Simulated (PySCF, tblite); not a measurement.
# C5H9BO2S: geometry, infrared bands, NMR shifts and electronic excitations

What infrared bands, NMR shifts and electronic excitations should C5H9BO2S (`CC(=S)C1COBOC1`) show?

Programs: tblite 0.8.0 and PySCF 2.14.0, with density-fitted response routines of our own. Each step states its level of theory. These are calculated values for one molecule in the gas phase, unless marked as measured. Atoms count from 0, in the outputs and in this text.

## 1. Starting geometry

18 atoms, charge 0, multiplicity 1; geometry from: force field or distance geometry start.

Bonds of the start (Å): C0–C1 1.51, C1–S2 1.42, C1–C3 1.49, C3–C4 1.49, C4–O5 1.38, O5–B6 1.46, B6–O7 1.46, O7–C8 1.39, C8–C3 1.50, C0–H9 1.13, C0–H10 1.12, C0–H11 1.09, C3–H12 1.12, C4–H13 1.12, C4–H14 1.11, B6–H15 1.21, C8–H16 1.11, C8–H17 1.12.

## 2. Optimising the geometry with GFN2-xTB

What the job is given:

```
{"job": {"kind": "relax", "xc": "GFN2-xTB", "basis": "xTB"}, "charge": 0, "multiplicity": 1}
C     -2.292000    -0.035700     0.871400
C     -1.392000    -0.403800    -0.277500
S     -1.930200    -0.505900    -1.590200
C      0.061200    -0.675700    -0.069400
C      0.744300    -1.035600    -1.344400
O      2.118800    -1.129600    -1.254800
B      2.647900    -0.261600    -0.202100
O      1.872800     0.934800     0.111000
C      0.637600     0.533300     0.611800
H     -3.099800    -0.807600     1.006700
H     -2.734300     0.972700     0.667600
H     -1.709200    -0.002900     1.796600
H      0.141500    -1.522400     0.666400
H      0.400600    -2.059800    -1.650600
H      0.447900    -0.288700    -2.113500
H      3.453800    -0.709300     0.575600
H      0.725300     0.377500     1.706200
H     -0.102800     1.361900     0.477600
```

Started as:

```
OMP_NUM_THREADS=1 python probes_run.py task.json out
```

One launch serves the whole session: the jobs run in the order shown.

The program printed:

```text
step      E/eV     max force
  0    -758.50325   15.767
  1    -759.56429    7.102
  2    -760.11161    4.076
  3    -760.38386    2.216
  4    -760.46183    0.858
  5    -760.56397    0.891
  6    -760.67007    1.023
  7    -760.74250    1.148
  8    -760.83770    0.879
  9    -760.92986    0.969
 10    -761.03027    1.265
 11    -761.10295    0.757
 12    -761.14530    0.424
 13    -761.18251    0.564
 14    -761.22028    0.726
 15    -761.24603    0.469
 16    -761.26258    0.288
 17    -761.27521    0.360
 18    -761.28597    0.448
 19    -761.29483    0.336
 20    -761.30326    0.278
 21    -761.31397    0.309
 22    -761.32974    0.523
 23    -761.34209    0.442
 24    -761.35395    0.236
 25    -761.36231    0.218
 26    -761.36970    0.319
 27    -761.37642    0.266
 28    -761.38170    0.162
 29    -761.38592    0.200
 30    -761.39011    0.260
 31    -761.39389    0.226
 32    -761.39663    0.135
 33    -761.39864    0.101
 34    -761.40026    0.125
 35    -761.40163    0.126
 36    -761.40333    0.093
 37    -761.40492    0.096
 38    -761.40670    0.132
 39    -761.40868    0.145
 40    -761.41066    0.128
 41    -761.41229    0.104
 42    -761.41368    0.101
 43    -761.41505    0.104
 44    -761.41651    0.104
 45    -761.41789    0.104
 46    -761.41904    0.087
 47    -761.42009    0.078
 48    -761.42135    0.087
 49    -761.42287    0.093
 50    -761.42440    0.090
 51    -761.42582    0.080
 52    -761.42730    0.111
 53    -761.42904    0.116
 54    -761.43096    0.098
 55    -761.43286    0.082
 56    -761.43417    0.069
 57    -761.43509    0.074
 58    -761.43613    0.066
 59    -761.43698    0.066
 60    -761.43766    0.069
 61    -761.43840    0.065
 62    -761.43942    0.070
 63    -761.44071    0.074
 64    -761.44187    0.086
 65    -761.44262    0.079
 66    -761.44306    0.054
 67    -761.44333    0.034
 68    -761.44352    0.026
 69    -761.44368    0.031
 70    -761.44383    0.030
 71    -761.44400    0.027
 72    -761.44420    0.037
 73    -761.44443    0.036
 74    -761.44473    0.046
 75    -761.44514    0.055
 76    -761.44570    0.063
 77    -761.44641    0.076
 78    -761.44720    0.071
 79    -761.44801    0.072
 80    -761.44883    0.069
 81    -761.44964    0.071
 82    -761.45038    0.062
 83    -761.45095    0.075
 84    -761.45164    0.071
 85    -761.45223    0.063
 86    -761.45286    0.048
 87    -761.45329    0.050
 88    -761.45411    0.061
 89    -761.45489    0.059
 90    -761.44992    0.385
 91    -761.45543    0.035
 92    -761.45572    0.036
 93    -761.45622    0.112
 94    -761.45661    0.042
 95    -761.45691    0.036
 96    -761.45644    0.253
 97    -761.45811    0.037
 98    -761.45873    0.045
 99    -761.45003    0.534
100    -761.45927    0.044
101    -761.45972    0.044
102    -761.45480    0.503
103    -761.46074    0.048
104    -761.46148    0.066
105    -761.45509    0.553
106    -761.46262    0.076
107    -761.46339    0.090
108    -761.45710    0.569
109    -761.46481    0.092
110    -761.46570    0.105
111    -761.45999    0.554
112    -761.46751    0.099
113    -761.46855    0.107
114    -761.46382    0.544
115    -761.47072    0.087
116    -761.47187    0.098
117    -761.46822    0.528
118    -761.47417    0.083
119    -761.47529    0.099
120    -761.47199    0.497
121    -761.47751    0.090
122    -761.47858    0.092
123    -761.47209    0.586
124    -761.48054    0.066
125    -761.48163    0.071
126    -761.47537    0.557
127    -761.48371    0.056
128    -761.48491    0.063
129    -761.47823    0.551
130    -761.48713    0.052
131    -761.48842    0.058
132    -761.48115    0.565
133    -761.49076    0.052
134    -761.49199    0.054
135    -761.49156    0.345
136    -761.49443    0.049
137    -761.49518    0.052
138    -761.49635    0.121
139    -761.49695    0.061
140    -761.49747    0.037
141    -761.49784    0.046
142    -761.49816    0.030
143    -761.49838    0.028
144    -761.49852    0.023
145    -761.49859    0.019
146    -761.49866    0.019
147    -761.49873    0.024
148    -761.49878    0.014
149    -761.49881    0.010
150    -761.49882    0.009
```

Wall time 2 s (1 thread of Intel Xeon at 2.70GHz, shared host); peak memory 0.18 GiB.

Step by step: (not every step is listed) (the energy doesn't fall at every step)

| step | energy from step 0 (eV) | largest force (eV/Å) |
| --- | --- | --- |
| 0 | 0.0000 | 15.7665 |
| 1 | -1.0610 | 7.1022 |
| 2 | -1.6084 | 4.0761 |
| 3 | -1.8806 | 2.2161 |
| 4 | -1.9586 | 0.8582 |
| 5 | -2.0607 | 0.8914 |
| 6 | -2.1668 | 1.0227 |
| 7 | -2.2392 | 1.1479 |
| 8 | -2.3345 | 0.8792 |
| 21 | -2.8107 | 0.3085 |
| 34 | -2.8970 | 0.1251 |
| 47 | -2.9168 | 0.0783 |
| 60 | -2.9344 | 0.0687 |
| 73 | -2.9412 | 0.0360 |
| 86 | -2.9496 | 0.0475 |
| 99 | -2.9468 | 0.5338 |
| 112 | -2.9643 | 0.0986 |
| 125 | -2.9784 | 0.0711 |
| 138 | -2.9931 | 0.1207 |
| 145 | -2.9953 | 0.0189 |
| 146 | -2.9954 | 0.0189 |
| 147 | -2.9955 | 0.0242 |
| 148 | -2.9955 | 0.0140 |
| 149 | -2.9956 | 0.0105 |
| 150 | -2.9956 | 0.0087 |

Close pairs (by a distance rule), those that changed most:

| bond | before (Å) | after (Å) | change (Å) |
| --- | --- | --- | --- |
| C1–S2 | 1.422 | 1.625 | +0.203 |
| O5–B6 | 1.463 | 1.350 | -0.114 |
| B6–O7 | 1.460 | 1.353 | -0.107 |
| C3–C4 | 1.491 | 1.539 | +0.048 |
| C3–C8 | 1.503 | 1.544 | +0.041 |
| B6–H15 | 1.206 | 1.166 | -0.040 |
| C0–H9 | 1.125 | 1.087 | -0.039 |
| C0–H10 | 1.120 | 1.090 | -0.029 |

The end geometry stands in the next job.

## 3. Infrared spectrum with GFN2-xTB

What the job is given:

```
{"job": {"kind": "ir", "xc": "GFN2-xTB", "basis": "xTB"}, "charge": 0, "multiplicity": 1}
C     -2.426986    -0.552173     0.906625
C     -1.476307    -0.208068    -0.184144
S     -1.986379     0.420814    -1.593049
C     -0.024499    -0.436830     0.087642
C      0.684347    -1.182148    -1.056897
O      2.069405    -1.282511    -0.830035
B      2.706592    -0.343096    -0.099588
O      2.088493     0.725405     0.453740
C      0.708939     0.910074     0.266904
H     -3.438881    -0.252708     0.647474
H     -2.126737    -0.062773     1.833723
H     -2.410258    -1.628225     1.086063
H      0.106874    -1.014866     1.009704
H      0.293483    -2.202145    -1.144139
H      0.505806    -0.656661    -2.003029
H      3.852664    -0.464759     0.078349
H      0.327218     1.437834     1.148227
H      0.537466     1.534394    -0.619228
```

The program printed:

```text
mode    cm-1     km/mol
  1      25.6      2.15
  2     108.7      5.48
  3     128.6      1.39
  4     152.8      2.63
  5     173.1      0.79
  6     232.9      0.22
  7     296.4      0.57
  8     396.4     14.56
  9     454.4      8.72
 10     459.6      3.22
 11     492.8      0.85
 12     511.0      2.84
 13     682.3     33.70
 14     773.2     81.48
 15     835.8     17.59
 16     909.6      0.90
 17     921.6     11.57
 18     929.5      7.27
 19     939.9     10.21
 20     973.5      4.86
 21     992.6      6.10
 22    1065.2      1.97
 23    1090.0     25.12
 24    1096.5      5.67
 25    1156.4    146.59
 26    1183.2    171.63
 27    1187.7      1.88
 28    1212.7    328.77
 29    1231.4     42.00
 30    1263.0     57.77
 31    1286.5     29.04
 32    1300.9     25.18
 33    1332.1    122.39
 34    1340.9     23.20
 35    1376.3     29.20
 36    1451.1      7.72
 37    1456.8      2.34
 38    1468.2      3.54
 39    1477.0      2.02
 40    2687.1    150.89
 41    2902.3     13.78
 42    2909.3     18.76
 43    2929.9     31.38
 44    2933.0     29.16
 45    2934.5     47.46
 46    2984.8      5.01
 47    3001.6      4.82
 48    3055.9     10.30
```

Run time: 1.4 s. Hardware: 1 thread of Intel Xeon at 2.70GHz, shared host; peak memory 0.18 GiB.

Which atoms move in the most intense modes:

| cm⁻¹ | km/mol | atoms |
| --- | --- | --- |
| 773 | 81.5 | H15 67 %, B6 30 % |
| 1156 | 146.6 | C1 26 %, H12 21 % |
| 1183 | 171.6 | O7 24 %, O5 16 %, C8 13 %, B6 12 % |
| 1213 | 328.8 | B6 44 %, O5 12 % |
| 1263 | 57.8 | C1 35 %, C3 21 %, H12 11 % |
| 1332 | 122.4 | H17 19 %, H16 19 %, B6 15 %, H13 11 % |
| 2687 | 150.9 | H15 92 % |
| 2934 | 47.5 | H12 82 % |

## 4. Optimising the geometry at PBE0-D3(BJ)/def2-SVP

What the job is given:

```
{"job": {"xc": "PBE0", "basis": "def2-SVP", "d3": "d3bj", "grid": 1, "shake": 0.01, "kind": "geom"}, "charge": 0, "multiplicity": 1}
C     -2.406580    -0.577730     0.910810
C     -1.481980    -0.212590    -0.186300
S     -2.006580     0.418490    -1.601700
C      0.008730    -0.434570     0.084120
C      0.681530    -1.188830    -1.067450
O      2.065500    -1.277690    -0.832420
B      2.716170    -0.345090    -0.099350
O      2.103950     0.730860     0.448690
C      0.707110     0.915480     0.286250
H     -3.441580    -0.255140     0.657500
H     -2.135600    -0.065690     1.842550
H     -2.404450    -1.627310     1.092760
H      0.078590    -1.004650     1.000110
H      0.276800    -2.199380    -1.137130
H      0.501360    -0.667430    -2.002770
H      3.852140    -0.450700     0.085820
H      0.329160     1.448950     1.146170
H      0.528210     1.540230    -0.613400
```

The program printed:

```text
step   0  E = -768.55946513  max force = 0.031316
step   1  E = -768.56359563  max force = 0.007994
step   2  E = -768.56430829  max force = 0.002610
step   3  E = -768.56431815  max force = 0.003084
step   4  E = -768.56447391  max force = 0.001241
step   5  E = -768.56452531  max force = 0.000723
step   6  E = -768.56457389  max force = 0.000997
step   7  E = -768.56458025  max force = 0.000851
step   8  E = -768.56458137  max force = 0.000394
optimisation converged
```

It took 4.2 min on 1 thread of Intel Xeon at 2.70GHz, shared host; peak memory 0.75 GiB.

Step by step:

| step | energy from step 0 (eV) | largest force component (eV/Å) |
| --- | --- | --- |
| 0 | 0.0000 | 1.6103 |
| 1 | -0.1124 | 0.4111 |
| 2 | -0.1318 | 0.1342 |
| 3 | -0.1321 | 0.1586 |
| 4 | -0.1363 | 0.0638 |
| 5 | -0.1377 | 0.0372 |
| 6 | -0.1390 | 0.0513 |
| 7 | -0.1392 | 0.0438 |
| 8 | -0.1392 | 0.0203 |

Distances of close pairs at the start and the end, largest changes first:

| bond | before (Å) | after (Å) | change (Å) |
| --- | --- | --- | --- |
| B6–H15 | 1.156 | 1.204 | +0.048 |
| C0–H11 | 1.065 | 1.104 | +0.039 |
| C1–C3 | 1.531 | 1.506 | -0.026 |
| C3–H12 | 1.081 | 1.105 | +0.024 |
| C8–H16 | 1.080 | 1.101 | +0.021 |
| C4–H14 | 1.086 | 1.103 | +0.018 |
| C0–H9 | 1.113 | 1.096 | -0.017 |
| O7–C8 | 1.418 | 1.406 | -0.012 |

The end geometry stands in the next job.

| at the end point | value |
| --- | --- |
| rotational constants (GHz, main isotopes) | 2.656, 0.849, 0.842 |
| dipole moment (D) | 2.86 |

## 5. NMR shieldings: PBE0/pcSseg-1

What the job is given:

```
{"job": {"kind": "nmr", "xc": "PBE0", "basis": "pcSseg-1"}, "charge": 0, "multiplicity": 1}
C     -2.534524    -0.370090     0.566514
C     -1.426762     0.055670    -0.338274
S     -1.677070     0.921254    -1.695701
C     -0.042241    -0.361879     0.080870
C      0.646238    -1.224674    -0.978799
O      1.958062    -1.552723    -0.593210
B      2.672152    -0.720999     0.209860
O      2.162338     0.442141     0.694043
C      0.858472     0.845428     0.354950
H     -3.509939    -0.021978     0.207146
H     -2.352879     0.014338     1.585449
H     -2.542037    -1.471178     0.652864
H     -0.106922    -0.954681     1.010862
H      0.090716    -2.162196    -1.138405
H      0.654031    -0.672467    -1.934154
H      3.793267    -1.034276     0.518021
H      0.459306     1.450029     1.184535
H      0.877347     1.482086    -0.546192
```

With the program's defaults for keys left out, this is: GIAO PBE0/pcSseg-1 NMR shielding, non-relativistic, gas phase.

The program printed:

```text
coarse grid: 15896 points
cycle   1  E = -768.6813963304  dE =  1.344e+00  |g| = 7.906e-01  |ddm| = 3.880e+00
cycle   2  E = -768.5064633559  dE =  1.749e-01  |g| = 1.235e+00  |ddm| = 1.618e+00
cycle   3  E = -768.7948310695  dE = -2.884e-01  |g| = 1.839e-01  |ddm| = 1.172e+00
cycle   4  E = -768.8018716906  dE = -7.041e-03  |g| = 8.609e-02  |ddm| = 2.832e-01
cycle   5  E = -768.8037565845  dE = -1.885e-03  |g| = 2.064e-02  |ddm| = 1.183e-01
cycle   6  E = -768.8038615796  dE = -1.050e-04  |g| = 3.771e-03  |ddm| = 2.543e-02
cycle   7  E = -768.8038644311  dE = -2.851e-06  |g| = 6.876e-04  |ddm| = 3.686e-03
final grid: 149760 points
cycle   8  E = -768.8818277199  dE = -3.924e-05  |g| = 1.439e-02  |ddm| = 3.726e-02
cycle   9  E = -768.8817326568  dE =  9.506e-05  |g| = 2.470e-02  |ddm| = 3.348e-02
cycle  10  E = -768.8818676916  dE = -1.350e-04  |g| = 3.607e-03  |ddm| = 2.626e-02
cycle  11  E = -768.8818710470  dE = -3.355e-06  |g| = 4.305e-04  |ddm| = 4.031e-03
cycle  12  E = -768.8818710798  dE = -3.281e-08  |g| = 1.584e-04  |ddm| = 4.870e-04
cycle  13  E = -768.8818710853  dE = -5.462e-09  |g| = 3.774e-05  |ddm| = 1.895e-04
cycle  14  E = -768.8818710856  dE = -3.897e-10  |g| = 8.844e-06  |ddm| = 5.998e-05
converged SCF energy = -768.8818710856

GIAO shielding tensors (ppm)
atom      isotropic    diamagn.    paramagn.     s11        s22        s33       span
  0 C      137.057     247.815    -110.758    114.905    116.440    179.824     64.919
  1 C      -90.840     260.605    -351.445   -262.082   -152.084    141.647    403.729
  2 S     -498.780    1058.022   -1556.802  -1767.976   -422.859    694.494   2462.470
  3 C      124.013     256.571    -132.558     95.512    124.293    152.234     56.723
  4 C      113.607     246.908    -133.302     89.087    106.917    144.816     55.729
  5 O      199.905     392.312    -192.407     76.986    190.038    332.690    255.705
  6 B       77.677     197.777    -120.100     62.828     72.120     98.083     35.256
  7 O      199.176     392.487    -193.311     76.540    188.601    332.389    255.849
  8 C      113.353     246.895    -133.542     88.868    106.994    144.198     55.330
  9 H       28.218      28.658      -0.439     24.592     27.704     32.360      7.768
 10 H       28.062      29.234      -1.172     24.926     27.847     31.415      6.489
 11 H       28.073      28.831      -0.758     24.956     27.779     31.483      6.527
 12 H       27.806      36.027      -8.221     25.259     25.453     32.705      7.446
 13 H       27.492      30.369      -2.877     23.449     28.064     30.964      7.515
 14 H       27.239      31.014      -3.776     22.979     26.887     31.851      8.872
 15 H       27.102      28.053      -0.951     24.078     25.875     31.354      7.276
 16 H       27.474      30.861      -3.387     23.399     28.097     30.926      7.527
 17 H       27.310      31.208      -3.898     23.129     27.024     31.777      8.648
```

Run time: 91 s. Hardware: 1 thread of Intel Xeon at 2.70GHz, shared host; peak memory 0.99 GiB.

Shifts follow as δ = σ(reference) − σ, with reference shieldings (ppm) from runs at the same level and on the same kind of geometry: 1H TMS 31.27, 13C TMS 184.4, 17O H2O 334.6, 11B BF3·OEt2 100.7, 33S CS2 496. The references are single molecules in the gas phase, so shifts against H2O, NH3, PH3, H3PO4 or CFCl3 are not on the usual liquid scales and can be off by tens of ppm. Atoms listed in one row are averaged.

| atoms | environment | σ (ppm) | δ (ppm) | δ scaled to CDCl3 |
| --- | --- | --- | --- | --- |
| C1 | thiocarbonyl carbon | -90.8 | 275.2 | 263.2 |
| C4, C8 | sp3 CH2 bonded to O | 113.5 | 70.9 | 68.4 |
| C3 | sp3 CH in a ring | 124.0 | 60.4 | 58.1 |
| C0 | methyl carbon | 137.1 | 47.4 | 45.5 |
| H15 | hydrogen on a boron bonded to 2 O, in a 6-membered ring | 27.10 | 4.16 | – |
| H14, H17 | hydrogen on an sp3 CH2 bonded to O | 27.27 | 3.99 | 4.00 |
| H13, H16 | hydrogen on an sp3 CH2 bonded to O | 27.48 | 3.78 | 3.80 |
| H12 | hydrogen on an sp3 CH in a ring | 27.81 | 3.46 | 3.50 |
| H9, H10, H11 | hydrogen on a methyl carbon | 28.12 | 3.15 | 3.20 |
| S2 | thione sulfur | -499 | 994 | – |
| O5, O7 | oxygen bonded to C, B, in a 6-membered ring | 199.5 | 135.0 | – |
| B6 | boron bonded to 2 O, H, in a 6-membered ring | 77.7 | 23.1 | – |

The scaled column applies a straight-line fit of computed shieldings to shifts measured in CDCl3, with any fitted terms for Cl, Br or S neighbours (root-mean-square error 0.21 ppm for H, 2.0 ppm for C).

The run also stored atomic charges by several schemes (e):

| atoms | Mulliken | IAO | Hirshfeld | ESP fit |
| --- | --- | --- | --- | --- |
| C0 | -0.16 | -0.42 | -0.11 | -0.30 |
| C1 | -0.32 | -0.02 | 0.07 | -0.04 |
| S2 | -0.03 | -0.08 | -0.09 | -0.19 |
| C3 | -0.40 | -0.16 | -0.04 | -0.01 |
| C4, C8 | 0.19 | -0.05 | 0.01 | 0.49 |
| O5, O7 | -0.50 | -0.39 | -0.18 | -0.63 |
| B6 | 0.48 | 0.35 | 0.21 | 0.71 |

Mayer bond orders: C0–C1 1.03, C1–S2 1.92, C1–C3 0.94, C3–C4 0.99, C4–O5 0.89, O5–B6 1.15, B6–O7 1.15, O7–C8 0.89, C8–C3 0.99.

Ring of atoms C3, C4, O5, B6, O7, C8: NICS(0) -2.1, NICS(1) -1.7, NICS(1)zz -0.6 ppm (means of both faces; NICS(1) differs between them: -2.9 and -0.6).

Orbitals, density, ELF and potential are computed afterwards from the orbital file.

Frontier orbitals at PBE0/pcSseg-1, with the share of their density that lies nearest to each atom:

| orbital | energy (eV) | lies on |
| --- | --- | --- |
| HOMO | -6.78 | S2 79 % |
| LUMO | -2.42 | C1 42 %; S2 39 % |

ELF in a plane through or near 8 of the atoms.

Values, 10 rows by 14 columns:
```
0.00 0.00 0.00 0.00 0.00 0.00 0.00 0.00 0.00 0.00 0.00 0.00 0.00 0.00
0.00 0.00 0.00 0.00 0.00 0.00 0.02 0.01 0.00 0.00 0.00 0.00 0.00 0.00
0.00 0.00 0.00 0.00 0.28 0.02 0.92 0.99 0.01 0.00 0.00 0.00 0.00 0.00
0.00 0.00 0.01 0.07 0.86 0.72 0.80 0.71 0.01 0.16 0.15 0.01 0.00 0.00
0.00 0.02 0.86 0.40 0.80 0.71 0.64 0.48 0.21 0.57 0.55 0.74 0.02 0.00
0.00 0.07 0.99 0.92 0.22 0.19 0.54 0.14 0.57 0.59 0.85 0.99 0.10 0.00
0.00 0.00 0.10 0.06 0.82 0.78 0.44 0.23 0.06 0.24 0.22 0.08 0.00 0.00
0.00 0.00 0.00 0.06 0.67 0.12 0.98 0.99 0.01 0.00 0.01 0.00 0.00 0.00
0.00 0.00 0.00 0.00 0.00 0.00 0.62 0.52 0.00 0.00 0.00 0.00 0.00 0.00
0.00 0.00 0.00 0.00 0.00 0.00 0.00 0.00 0.00 0.00 0.00 0.00 0.00 0.00
```
The map spans 12.8 Å across and 9.5 Å up, centred on the molecule. Atoms in the plane (x, y in Å): C0 (2.6, 0.0), C3 (0.0, 0.0), O5 (-2.1, -1.2), B6 (-2.7, 0.0), O7 (-2.1, 1.2), H9 (3.5, 0.0), H13 (-0.3, -2.2), H16 (-0.3, 2.1).

On the surface of density 0.002 e/bohr³ the electrostatic potential runs, from the 1st to the 99th percentile, from -1.24 V near O7 to 1.27 V near H10.

[end of part 1 of 2]
